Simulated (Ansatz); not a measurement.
# GaB (P4/mmm) in Ansatz: notebook

One crystal, GaB, is run at these levels: PBE; tasks: density of states, electric field gradients.

Everything below comes from runs of Ansatz 0.2.0. Logs are shortened: lines on timing, memory, paths and dates and some standing lists are left out, and cuts for length are marked.

## 1. The crystal as given

Symmetry: P4/mmm, No. 123, tetragonal system. Conventional cell: a = 2.718 Å, b = 2.718 Å, c = 3.236 Å, α = 90.00°, β = 90.00°, γ = 90.00°. Around Ga (site symmetry 4/mmm) lie 8 B at 2.51 Å and 4 Ga at 2.72 Å. B (site symmetry 4/mmm) is surrounded by 8 Ga at 2.51 Å and 4 B at 2.72 Å.

The cell was built by a generator and needn't be a form met in nature.

## 2. Density of states, PBE

Input file input.yaml:

```yaml
crystal:
  lattice:
    - [2.71824, 0.0, 0.0]
    - [0.0, 2.71824, 0.0]
    - [0.0, 0.0, 3.23621]
  atoms:
    - { symbol: Ga, position: [0.5, 0.5, 0.5] }
    - { symbol: B, position: [0.0, 0.0, 0.0] }
kpoints:
  mp_grid: { grid: [10, 10, 8] }
scf:
  occupations: { method: fermi_dirac, width: 0.05 }
hamiltonian:
  xc: pbe
  pseudopotentials: { kind: all_electron, datasets: crystal }
output:
  forces: true
  stress: true
  eigenvalues: true
  dos: { projected: false, de: 0.2, e_range: [-10, 10] }
```

Potentials or basis: all-electron PAW datasets made for the crystal.

Command:

```
ansatz run input.yaml --threads 1 --pin off --max-ram 3072MiB --backend cpu --events-out ev --progress --plain --runs-dir out
```

What it wrote:

```text
Warning: RAYON_NUM_THREADS=1 ignored (pool sized by the plan → 1); use --threads N
hamiltonian.pseudopotentials.datasets: crystal makes datasets for this crystal and solves the spheres of its atoms anew in each pass: cutoff 260.0 eV, the density's 1040.0 eV; for an error of 0.50 meV an atom under PBE, 1.0 meV for the cell; an energy difference from a run of another recipe may be off by several times the error for the cell, under r2SCAN by more, where some 0.1 meV an atom stays at smaller errors; B in spheres of 1.148 Å, 3 of its electrons in bands; Ga in spheres of 1.355 Å, 13 of its electrons in bands
band count auto-derived: 14 (N_el = 16.0; filled up to band 8; 12 by the electrons, moments and atoms)
Engine: ansatz 0.2.0, x86_64-unknown-linux-gnu
Pseudopotentials: kind: all_electron
Pseudopotential: Ga, paw, valence charge 13, recommended cutoff 260 eV (normal), crystal/all_electron/pbe/scalar/gaussian/Ga, Koelling and Harmon's equation, gaussian nucleus
Pseudopotential: B, paw, valence charge 3, recommended cutoff 260 eV (normal), crystal/all_electron/pbe/scalar/gaussian/B, Koelling and Harmon's equation, gaussian nucleus
Functional definition: PBE
  parameter kappa = 0.804
  parameter beta = 0.06672455060314922
  exchange = pbe_x(kappa = kappa, mu = beta*pi^2/3)
  correlation = pbe_c(beta = beta)
Crystal: 2 atoms, lattice volume = 23.912 Å³
Basis set: ecut = 260 eV, 221 PW (Γ), exchange–correlation on 30×30×36 points (8 copies of the dense FFT grid, shifted against one another)
Bands: 14, of which v1, the nominal top of the filled ones, is band 8 counted from 1 (7 counted from 0)
Symmetry: 16 space group operations
Space group: P4/mmm (ITA 123), of the structure as read, at distance tolerance 2.9e-5 Å
k-points: 105 of 800
Non-local potential: Ga, projectors of the file, l = 0: 1, l = 1: 1, l = 2: 2
Non-local potential: B, projectors of the file, l = 0: 1, l = 1: 1
PAW form: soft (Blöchl's): semilocal exchange-correlation on the pseudo side does not see the compensation charge
PAW one-centre angular grid: Ga, 590 points (default); XC on its mesh's 1913 points in the sphere
PAW one-centre angular grid: B, 110 points (default); XC on its mesh's 2023 points in the sphere
Initial density: superposition of atomic densities (neutral atoms: chi_scale 0, normalization atom)
Initial wavefunctions: pseudopotential atomic-orbital guess
Functional: x = pbe(κ = 0.804, μ = 0.2195149727645171), c = pbe(β = 0.06672455060314922)
iter 1 solved again at ethr=2.95e-3 eV; its pass at ethr=1.00e-1 eV (dr2=4.72e-1 eV) is discarded
SCF iter   1: F=—  HF=-53573.665031 eV  |F-HF|=—  |Δ(HF+E_count)|=         —  Δρ=3.67e-2  dr2=5.49e-1  ethr=2.95e-3  ⟨swp⟩=2.4  Hψ=8059  notcnv=0
preconditioner: auto → none  [metal: Δε(μ)=0.067 eV  Ē_g=18.164 eV  σ=0.050 eV  W_gap=0.30  n_scr=6 (ndim 8)  ℏωp=30.4 eV  f_vac=0.000  D(μ)=0.65/eV (n_scr^D=2)  sad-step TF]
SCF iter   2: F=—  HF=-53573.608556 eV  |F-HF|=—  |Δ(HF+E_count)|=   5.65e-2  Δρ=2.10e-2  dr2=1.72e-1  ethr=2.95e-3  ⟨swp⟩=2.2  Hψ=2961  notcnv=0  defer=1
iter 3 solved again at ethr=2.41e-5 eV; its pass at ethr=1.08e-3 eV (dr2=3.85e-3 eV) is discarded
SCF iter   3: F=—  HF=-53573.582131 eV  |F-HF|=—  |Δ(HF+E_count)|=   2.64e-2  Δρ=4.31e-3  dr2=3.84e-3  ethr=2.41e-5  ⟨swp⟩=2.1  Hψ=7044  notcnv=0  defer=2
SCF iter   4: F=—  HF=-53573.577268 eV  |F-HF|=—  |Δ(HF+E_count)|=   4.86e-3  Δρ=9.01e-4  dr2=1.41e-4  ethr=2.40e-5  ⟨swp⟩=3.0  Hψ=3240  notcnv=0  defer=1
SCF iter   5: F=—  HF=-53573.577049 eV  |F-HF|=—  |Δ(HF+E_count)|=   2.20e-4  Δρ=4.23e-4  dr2=6.78e-5  ethr=8.81e-7  ⟨swp⟩=3.0  Hψ=3113  notcnv=0  defer=1
SCF iter   6: F=—  HF=-53573.577024 eV  |F-HF|=—  |Δ(HF+E_count)|=   2.42e-5  Δρ=1.86e-4  dr2=9.53e-6  ethr=4.24e-7  ⟨swp⟩=2.8  Hψ=3736  notcnv=0
SCF iter   7: F=—  HF=-53573.577021 eV  |F-HF|=—  |Δ(HF+E_count)|=   3.85e-6  Δρ=8.20e-5  dr2=3.09e-6  ethr=5.96e-8  ⟨swp⟩=3.0  Hψ=2644  notcnv=0
SCF iter   8: F=-53573.577019 eV  HF=-53573.577019 eV  |F-HF|=2.05e-8  |Δ(HF+E_count)|=   1.42e-6  Δρ=5.89e-6  dr2=7.83e-9  ethr=1.93e-8  ⟨swp⟩=3.0  Hψ=2949  notcnv=0
SCF 1 converged in 8 iterations: F = -53573.577019 eV  dr2 = 7.83e-9
  Residual-converged pass: ⟨swp⟩=3.0  Hψ=2894  notcnv=0  max |occ|·‖R‖ = 5.2e-6 eV (tolerance 5.3e-6 eV)  dr2=7.52e-9  dr2_onsite=3.46e-8  max |Δocc| = 5.2e-9
SCF converged after 8 iterations
Free energy (F): -53573.577019 eV
Harris-Foulkes:  -53573.577019 eV  (|F-HF|=2.05e-8)
Internal energy: -53573.571676 eV  (E = F + TS)
E sigma→0 (E₀):  -53573.574348 eV
Entropy (-TS):   -0.005343 eV (-2.671 meV/atom)
Past the cutoff: the bands carry plane waves up to 1.75 times it, of which those up to 1.5 times it add -0.000131 eV an atom, each by itself; the spheres take 0.000139 eV an atom off the energy for waves past 1.75 times it
By the cutoff:   a pressure is off by up to 0.006 GPa (1.2 times the spheres' own share and the shells' term, over an atom's volume, and 0.004 GPa: a bound that held against runs at twice the plane waves)
Past the cutoffs: a stress includes 0.0006 GPa for waves and charges beyond them, in addition to the slope of what the spheres take
In the spheres:  the bands' charges fall short by 3.5e-7 e at most (sound up to 1e-3)
Fermi energy:    12.835245 eV
--- Per-component energies (eV) ---
  E_band       = 25.031065
  E_kinetic    = 93.569611
  E_local      = -866.221485  (includes V_loc(G=0)·N_el)
  E_nonlocal   = -475.851714
  E_hartree    = 464.014699
  E_xc         = -62.438514
  E_vxc        = -80.325256  (∫ρ·V_xc dr)
  E_paw        = -55438.443865  (= ΣΔE_a)
  E_vpaw       = -3696.858772  (= ΣTr[D̂ρ^β])
  E_ewald      = -1410.889103
  E_smearing   = -0.005343  (= −TS)
  E_closure    = 4122.688693  (closes the sum)
  Σ components = -53573.577019   (vs F -53573.577019, Δ=0.00e0)
  The terms above E_closure are by the made datasets' own strengths, without shells solved beside the bands.
--- Forces (eV/Å), atoms counted from 1 ---
  atom   1  Ga     0.00000000     0.00000000     0.00000000
  atom   2  B      0.00000000     0.00000000     0.00000000
  max |Σ_I F_I| component: 6.31e-30 eV/Å
--- Stress (GPa, compression-positive) ---
        0.223018       0.000000       0.000000
        0.000000       0.223018       0.000000
        0.000000       0.000000      -0.593256
  P = ⅓ Tr σ = -0.0491 GPa (-0.491 kbar)
--- Band table (eV; the first three rows and the last of 105) ---
  k-point 0: bands = ["-2.4478", "-2.2925", "-1.9787", "-1.9787", "-1.9321", "-0.4734", "11.1837", "14.7544", "15.5465", "15.5465", "21.9915", "22.3788"]
  k-point 1: bands = ["-2.4459", "-2.2811", "-1.9855", "-1.9855", "-1.9317", "-0.2580", "9.5443", "15.7247", "15.7247", "16.4655", "22.2907", "22.5717"]
  k-point 2: bands = ["-2.4412", "-2.2561", "-2.0020", "-2.0020", "-1.9307", "0.3910", "7.1054", "16.2164", "16.2164", "18.7989", "23.1249", "23.1523"]
  k-point 104: bands = ["-2.3870", "-2.2601", "-2.2601", "-1.8921", "-1.7820", "10.8482", "11.5319", "11.5319", "12.4470", "12.9887", "12.9887", "14.1814"]
```

Run time: 17 s. Hardware: 1 thread of Intel Xeon at 2.50GHz (Skylake/Cascade Lake), shared host; peak memory 0.42 GiB.

What came out:

* Free energy: -53573.5770 eV
* Pressure: 0.0 GPa
* Band gap on the k mesh: none (metal or under the smearing width)

States per cell in windows of 1 eV (zero at the Fermi level; states under -8 eV left out):
```
from (eV)  total
     -8.0   0.42
     -7.0   0.49
     -6.0   0.56
     -5.0   0.55
     -4.0   0.55
     -3.0   0.58
     -2.0   0.70
     -1.0   0.74
      0.0   0.74
      1.0   0.79
      2.0   0.83
      3.0   0.92
      4.0   0.99
      5.0   0.56
      6.0   0.69
      7.0   0.77
```

Caveat: the program warned that the printed levels may be off, so bands, gaps and densities of states are rough; the density of states is complete only up to the lowest level of the last band computed.

## 3. Electric field gradients, PBE

input.yaml, as its differences from that of step 2:

```diff
@@ -19,2 +19,4 @@
   eigenvalues: true
-  dos: { projected: false, de: 0.2, e_range: [-10, 10] }
+  efg: {}
+  elf: true
+  volumetric_format: npy
```

Potentials or basis: all-electron PAW datasets made for the crystal.

Command:

```
ansatz run input.yaml --threads 1 --pin off --max-ram 3072MiB --backend cpu --events-out ev --progress --plain --runs-dir out
```

What it wrote:

```text
Warning: RAYON_NUM_THREADS=1 ignored (pool sized by the plan → 1); use --threads N
hamiltonian.pseudopotentials.datasets: crystal makes datasets for this crystal and solves the spheres of its atoms anew in each pass: cutoff 260.0 eV, the density's 1040.0 eV; for an error of 0.50 meV an atom under PBE, 1.0 meV for the cell; an energy difference from a run of another recipe may be off by several times the error for the cell, under r2SCAN by more, where some 0.1 meV an atom stays at smaller errors; B in spheres of 1.148 Å, 3 of its electrons in bands; Ga in spheres of 1.355 Å, 13 of its electrons in bands
band count auto-derived: 14 (N_el = 16.0; filled up to band 8; 12 by the electrons, moments and atoms)
[... 9 set-up lines as earlier in the session ...]
Crystal: 2 atoms, lattice volume = 23.912 Å³
Basis set: ecut = 260 eV, 221 PW (Γ), exchange–correlation on 30×30×36 points (8 copies of the dense FFT grid, shifted against one another)
Bands: 14, of which v1, the nominal top of the filled ones, is band 8 counted from 1 (7 counted from 0)
[... 2 set-up lines as earlier in the session ...]
k-points: 105 of 800
[... 8 set-up lines as earlier in the session ...]
iter 1 solved again at ethr=2.95e-3 eV; its pass at ethr=1.00e-1 eV (dr2=4.72e-1 eV) is discarded
SCF iter   1: F=—  HF=-53573.665031 eV  |F-HF|=—  |Δ(HF+E_count)|=         —  Δρ=3.67e-2  dr2=5.49e-1  ethr=2.95e-3  ⟨swp⟩=2.4  Hψ=8059  notcnv=0
preconditioner: auto → none  [metal: Δε(μ)=0.067 eV  Ē_g=18.164 eV  σ=0.050 eV  W_gap=0.30  n_scr=6 (ndim 8)  ℏωp=30.4 eV  f_vac=0.000  D(μ)=0.65/eV (n_scr^D=2)  sad-step TF]
SCF iter   2: F=—  HF=-53573.608556 eV  |F-HF|=—  |Δ(HF+E_count)|=   5.65e-2  Δρ=2.10e-2  dr2=1.72e-1  ethr=2.95e-3  ⟨swp⟩=2.2  Hψ=2961  notcnv=0  defer=1
iter 3 solved again at ethr=2.41e-5 eV; its pass at ethr=1.08e-3 eV (dr2=3.85e-3 eV) is discarded
SCF iter   3: F=—  HF=-53573.582131 eV  |F-HF|=—  |Δ(HF+E_count)|=   2.64e-2  Δρ=4.31e-3  dr2=3.84e-3  ethr=2.41e-5  ⟨swp⟩=2.1  Hψ=7044  notcnv=0  defer=2
SCF iter   4: F=—  HF=-53573.577268 eV  |F-HF|=—  |Δ(HF+E_count)|=   4.86e-3  Δρ=9.01e-4  dr2=1.41e-4  ethr=2.40e-5  ⟨swp⟩=3.0  Hψ=3240  notcnv=0  defer=1
SCF iter   5: F=—  HF=-53573.577049 eV  |F-HF|=—  |Δ(HF+E_count)|=   2.20e-4  Δρ=4.23e-4  dr2=6.78e-5  ethr=8.81e-7  ⟨swp⟩=3.0  Hψ=3113  notcnv=0  defer=1
SCF iter   6: F=—  HF=-53573.577024 eV  |F-HF|=—  |Δ(HF+E_count)|=   2.42e-5  Δρ=1.86e-4  dr2=9.53e-6  ethr=4.24e-7  ⟨swp⟩=2.8  Hψ=3736  notcnv=0
SCF iter   7: F=—  HF=-53573.577021 eV  |F-HF|=—  |Δ(HF+E_count)|=   3.85e-6  Δρ=8.20e-5  dr2=3.09e-6  ethr=5.96e-8  ⟨swp⟩=3.0  Hψ=2644  notcnv=0
SCF iter   8: F=-53573.577019 eV  HF=-53573.577019 eV  |F-HF|=2.05e-8  |Δ(HF+E_count)|=   1.42e-6  Δρ=5.89e-6  dr2=7.83e-9  ethr=1.93e-8  ⟨swp⟩=3.0  Hψ=2949  notcnv=0
SCF 1 converged in 8 iterations: F = -53573.577019 eV  dr2 = 7.83e-9
  Residual-converged pass: ⟨swp⟩=3.0  Hψ=2894  notcnv=0  max |occ|·‖R‖ = 5.2e-6 eV (tolerance 5.3e-6 eV)  dr2=7.52e-9  dr2_onsite=3.46e-8  max |Δocc| = 5.2e-9
SCF converged after 8 iterations
Free energy (F): -53573.577019 eV
Harris-Foulkes:  -53573.577019 eV  (|F-HF|=2.05e-8)
Internal energy: -53573.571676 eV  (E = F + TS)
E sigma→0 (E₀):  -53573.574348 eV
Entropy (-TS):   -0.005343 eV (-2.671 meV/atom)
Past the cutoff: the bands carry plane waves up to 1.75 times it, of which those up to 1.5 times it add -0.000131 eV an atom, each by itself; the spheres take 0.000139 eV an atom off the energy for waves past 1.75 times it
By the cutoff:   a pressure is off by up to 0.006 GPa (1.2 times the spheres' own share and the shells' term, over an atom's volume, and 0.004 GPa: a bound that held against runs at twice the plane waves)
Past the cutoffs: a stress includes 0.0006 GPa for waves and charges beyond them, in addition to the slope of what the spheres take
In the spheres:  the bands' charges fall short by 3.5e-7 e at most (sound up to 1e-3)
Fermi energy:    12.835245 eV
--- Per-component energies (eV) ---
  E_band       = 25.031065
  E_kinetic    = 93.569611
  E_local      = -866.221485  (includes V_loc(G=0)·N_el)
  E_nonlocal   = -475.851714
  E_hartree    = 464.014699
  E_xc         = -62.438514
  E_vxc        = -80.325256  (∫ρ·V_xc dr)
  E_paw        = -55438.443865  (= ΣΔE_a)
  E_vpaw       = -3696.858772  (= ΣTr[D̂ρ^β])
  E_ewald      = -1410.889103
  E_smearing   = -0.005343  (= −TS)
  E_closure    = 4122.688693  (closes the sum)
  Σ components = -53573.577019   (vs F -53573.577019, Δ=0.00e0)
  The terms above E_closure are by the made datasets' own strengths, without shells solved beside the bands.
--- Forces (eV/Å), atoms counted from 1 ---
  atom   1  Ga     0.00000000     0.00000000     0.00000000
  atom   2  B      0.00000000     0.00000000     0.00000000
  max |Σ_I F_I| component: 6.31e-30 eV/Å
--- Stress (GPa, compression-positive) ---
        0.223018       0.000000       0.000000
        0.000000       0.223018       0.000000
        0.000000       0.000000      -0.593256
  P = ⅓ Tr σ = -0.0491 GPa (-0.491 kbar)
--- PAW observables at the nuclei: V_zz in 10²¹ V/m², potentials from the cell's mean, atoms counted from 1 ---
  atom   1  Ga V_zz =    -0.897028   η = 0.0000   by run symmetry: allowed
            electrostatic potential = -4134.021912 V   contact ρ = 187494.094512 e/Å³
  atom   2  B  V_zz =    -0.499582   η = 0.0000   by run symmetry: allowed
            electrostatic potential = -327.324769 V   contact ρ = 490.108998 e/Å³
--- Band table (eV; the first three rows and the last of 105) ---
  k-point 0: bands = ["-2.4478", "-2.2925", "-1.9787", "-1.9787", "-1.9321", "-0.4734", "11.1837", "14.7544", "15.5465", "15.5465", "21.9915", "22.3788"]
  k-point 1: bands = ["-2.4459", "-2.2811", "-1.9855", "-1.9855", "-1.9317", "-0.2580", "9.5443", "15.7247", "15.7247", "16.4655", "22.2907", "22.5717"]
  k-point 2: bands = ["-2.4412", "-2.2561", "-2.0020", "-2.0020", "-1.9307", "0.3910", "7.1054", "16.2164", "16.2164", "18.7989", "23.1249", "23.1523"]
  k-point 104: bands = ["-2.3870", "-2.2601", "-2.2601", "-1.8921", "-1.7820", "10.8482", "11.5319", "11.5319", "12.4470", "12.9887", "12.9887", "14.1814"]
```

Run time: 16 s. Hardware: 1 thread of Intel Xeon at 2.50GHz (Skylake/Cascade Lake), shared host; peak memory 0.42 GiB.

What came out:

```yaml
Free_energy: -53573.5770 eV
Pressure: 0.0 GPa
Band_gap_on_the_k_mesh: none (metal or under the smearing width)
```

Levels at points of the mesh, in eV from the Fermi level:
| k point | band 4 | band 5 | band 6 | band 7 | band 8 | band 9 | band 10 | band 11 | band 12 |
| --- | --- | --- | --- | --- | --- | --- | --- | --- | --- |
| (0.00, 0.00, 0.00) | -14.81 | -14.77 | -13.31 | -1.65 | 1.92 | 2.71 | 2.71 | 9.16 | 9.54 |
| (0.00, 0.00, -0.50) | -14.86 | -14.76 | -9.91 | -9.81 | 4.35 | 4.35 | 7.99 | 9.63 | 9.63 |
| (0.00, -0.50, 0.00) | -14.87 | -14.79 | -8.60 | -8.22 | 1.92 | 5.08 | 5.53 | 5.54 | 5.61 |
| (0.00, -0.50, -0.50) | -14.83 | -14.71 | -5.44 | -5.30 | -5.04 | -4.20 | 5.48 | 10.27 | 11.97 |
| (-0.50, -0.50, 0.00) | -14.87 | -14.62 | -4.45 | -4.45 | -3.52 | -1.92 | 3.29 | 7.69 | 7.69 |
| (-0.50, -0.50, -0.50) | -14.73 | -14.62 | -1.99 | -1.30 | -1.30 | -0.39 | 0.15 | 0.15 | 1.35 |

## 4. Density of states, PBE

input.yaml, as its differences from that of step 3:

```diff
@@ -19,4 +19,2 @@
   eigenvalues: true
-  efg: {}
-  elf: true
-  volumetric_format: npy
+  dos: { projected: false, de: 0.2, e_range: [-10, 8] }
```

Command:

```
ansatz run input.yaml --threads 1 --pin off --max-ram 3072MiB --backend cpu --events-out ev --progress --plain --runs-dir out
```

Run time: 20 s. Hardware: 1 thread of Intel Xeon at 2.50GHz (Skylake/Cascade Lake), shared host; peak memory 0.42 GiB.

It converged, with:

```
Free energy            : -53573.5770 eV
Pressure               : 0.0 GPa
Band gap on the k mesh : none (metal or under the smearing width)
```

Stress tensor (GPa, compression positive):
```
 0.22  0.00  0.00
 0.00  0.22  0.00
 0.00  0.00 -0.59
```

Levels at points of the mesh, in eV from the Fermi level:
```csv
k point,band 4,band 5,band 6,band 7,band 8,band 9,band 10,band 11,band 12
"(0.00, 0.00, 0.00)",-14.81,-14.77,-13.31,-1.65,1.92,2.71,2.71,9.16,9.54
"(0.00, 0.00, -0.50)",-14.86,-14.76,-9.91,-9.81,4.35,4.35,7.99,9.63,9.63
"(0.00, -0.50, 0.00)",-14.87,-14.79,-8.60,-8.22,1.92,5.08,5.53,5.54,5.61
"(0.00, -0.50, -0.50)",-14.83,-14.71,-5.44,-5.30,-5.04,-4.20,5.48,10.27,11.97
"(-0.50, -0.50, 0.00)",-14.87,-14.62,-4.45,-4.45,-3.52,-1.92,3.29,7.69,7.69
"(-0.50, -0.50, -0.50)",-14.73,-14.62,-1.99,-1.30,-1.30,-0.39,0.15,0.15,1.35
```

States per cell in windows of 1 eV (zero at the Fermi level; states under -8 eV left out):
| from (eV) | total |
| --- | --- |
| -8.0 | 0.42 |
| -7.0 | 0.49 |
| -6.0 | 0.56 |
| -5.0 | 0.55 |
| -4.0 | 0.55 |
| -3.0 | 0.58 |
| -2.0 | 0.70 |
| -1.0 | 0.74 |
| 0.0 | 0.74 |
| 1.0 | 0.79 |
| 2.0 | 0.83 |
| 3.0 | 0.92 |
| 4.0 | 0.99 |
| 5.0 | 0.56 |
| 6.0 | 0.69 |
| 7.0 | 0.77 |

Caveat: the program warned that the printed levels may be off, so bands, gaps and densities of states are rough; the density of states is complete only up to the lowest level of the last band computed.
